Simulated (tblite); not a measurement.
# C4H10GaN: the cost of one run

Computed with tblite 0.8.0 and PySCF 2.14.0, with density-fitted response routines of our own, on a single molecule in the gas phase. Atoms are numbered from 0 throughout.

### 1 The molecule as given

16 atoms, charge 0, multiplicity 1; geometry from: force field or distance geometry start.

Bonds of the start (Å): Ga0–N1 2.00, N1–C2 1.43, C2–C3 1.53, C3–C4 1.54, C4–C5 1.50, C5–N1 1.47, Ga0–H6 1.60, Ga0–H7 1.56, C2–H8 1.09, C2–H9 1.11, C3–H10 1.09, C3–H11 1.09, C4–H12 1.12, C4–H13 1.09, C5–H14 1.12, C5–H15 1.12.

### 2 Optimising the geometry with GFN2-xTB

What the job is given:

```
{"job": {"kind": "relax", "xc": "GFN2-xTB", "basis": "xTB"}, "charge": 0, "multiplicity": 1}
Ga     2.271600     0.754900     0.100300
N      0.824700    -0.599900    -0.157000
C     -0.114500    -0.254200    -1.183700
C     -1.009800     0.716800    -0.409900
C     -1.350500    -0.225000     0.764700
C     -0.019500    -0.867500     1.010600
H      2.048800     2.157800    -0.626100
H      3.531100    -0.136200     0.357900
H      0.334600     0.198900    -2.070700
H     -0.744400    -1.141600    -1.381300
H     -1.913300     1.000400    -0.959500
H     -0.376200     1.536100    -0.075800
H     -2.081900    -0.944200     0.314600
H     -1.772900     0.300100     1.615200
H      0.443300    -0.505700     1.960600
H     -0.078700    -1.981800     1.087700
```

Run with:

```console
> OMP_NUM_THREADS=1 python probes_run.py task.json out
```

One launch serves the whole session: the jobs run in the order shown.

**Question.** How long does this first job take on 1 thread of Intel Xeon at 2.50GHz, shared host?

About 1.5 s.
